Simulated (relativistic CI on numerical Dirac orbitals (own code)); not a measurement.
**Ni³⁺: M2,3 absorption multiplets**

Aim: the M2,3 absorption spectrum of Ni³⁺ in 5 surroundings, from the same atomic integrals.

Method: Dirac-Coulomb-Breit CI, KLI orbitals optimised for each configuration, model QED (radiative potential, 1s self-energy scaled to tabulated hydrogen-like ionisation energies), valence Slater integrals scaled by 0.8, multiplet model of core-to-valence dipole absorption. Code: relativistic CI on numerical Dirac orbitals (own code) version 1.

## 1. Starting point

| Quantity | Value |
| --- | --- |
| ion | Ni³⁺ (Ni IV) |
| nuclear charge | 28 |
| electrons | 25 |
| configurations | [Ar] 3d7 → [Ne] 3s2 3p5 3d8 |
| magnetising field for the dichroism, Lz and Sz | exchange field 10 meV on Sz; these come from the lowest magnetised state alone (0 K) |
| temperature of the isotropic spectrum | 80 K |
| widths | Lorentz 0.48 eV, Gauss 0.3 eV |
| surrounding 1 | free ion |
| surrounding 2 | Td, 10Dq = -8200 cm⁻¹ |
| surrounding 3 | D3d, 10Dq = 17300, Dsigma = -880, Dtau = 80 cm⁻¹ |
| surrounding 4 | D3d, 10Dq = 7100, Dsigma = -190, Dtau = -70 cm⁻¹ |
| surrounding 5 | D4h, 10Dq = 10550, Ds = 2810, Dt = 760 cm⁻¹ |

## 2. Surrounding 1: free ion

Input settings:

```ini
atom Ni  Z=28  charge=3  electrons=25
nucleus A=58  rms_radius_fm=3.7757
hamiltonian dirac-coulomb  breit=on  qed=on  c_scale=1
orbitals kli  potential=per-configuration
slater_scale 0.8
correlation none
mixing on
configurations
  [Ar] 3d7
  [Ne] 3s2 3p5 3d8
end
absorption M2,3 T=80 lorentz=0.48 gauss=0.3
crystal_field free
```

## 3. Surrounding 2: Td, 10Dq = -8200

Changes to the settings of step 2:

```diff
@@ -12,2 +12,2 @@
 absorption M2,3 T=80 lorentz=0.48 gauss=0.3
-crystal_field free
+crystal_field Td 10Dq=-8200
```

## 4. Surrounding 3: D3d, 10Dq = 17300, Dsigma = -880, Dtau = 80

Changes to the settings of step 3:

```diff
@@ -12,2 +12,2 @@
 absorption M2,3 T=80 lorentz=0.48 gauss=0.3
-crystal_field Td 10Dq=-8200
+crystal_field D3d 10Dq=17300 Dsigma=-880 Dtau=80
```

## 5. Surrounding 4: D3d, 10Dq = 7100, Dsigma = -190, Dtau = -70

Changes to the settings of step 4:

```diff
@@ -12,2 +12,2 @@
 absorption M2,3 T=80 lorentz=0.48 gauss=0.3
-crystal_field D3d 10Dq=17300 Dsigma=-880 Dtau=80
+crystal_field D3d 10Dq=7100 Dsigma=-190 Dtau=-70
```

## 6. Surrounding 5: D4h, 10Dq = 10550, Ds = 2810, Dt = 760

Changes to the settings of step 5:

```diff
@@ -12,2 +12,2 @@
 absorption M2,3 T=80 lorentz=0.48 gauss=0.3
-crystal_field D3d 10Dq=7100 Dsigma=-190 Dtau=-70
+crystal_field D4h 10Dq=10550 Ds=2810 Dt=760
```

(Steps that only read results are left out.)

**Question.** What will these runs give? Wanted: highest peak, first run; ground spin; core spin-orbit splitting.

As calculated:

| surrounding | ground S | Lz (0 K) | Sz (0 K) | centroid (eV) | share of the lower edge | up to four highest peaks (% of the highest), eV |
| --- | --- | --- | --- | --- | --- | --- |
| 1: free | 1.50 | -3.00 | -1.50 | 71.14 | - | 65.0 (20), 70.2 (100), 71.1 (54), 74.1 (86) |
| 2: Td | 1.50 | -0.35 | -1.49 | 71.80 | - | 67.4 (19), 71.6 (98), 72.1 (100), 75.0 (48) |
| 3: D3d | 1.50 | -0.35 | -0.68 | 71.79 | - | 66.9 (19), 71.6 (100), 75.4 (17), 76.3 (22) |
| 4: D3d | 1.50 | -0.37 | -0.64 | 71.42 | - | 65.8 (18), 70.8 (100), 71.6 (62), 74.7 (57) |
| 5: D4h | 1.50 | -0.03 | -0.45 | 71.45 | - | 69.4 (28), 71.0 (100), 72.5 (36), 74.9 (55) |

```
                                 quantity    value
                  highest peak, first run  70.2 eV
      ground spin (effective S from ⟨S²⟩)     1.50
core spin-orbit splitting (without Breit)  2.22 eV
```

**Reading.** The position of the maximum differs by up to 1.9 eV between the surroundings, by shifts of peaks or by peaks exchanging rank. Edge positions are free-ion values and differ from those in solids by a few eV or more.
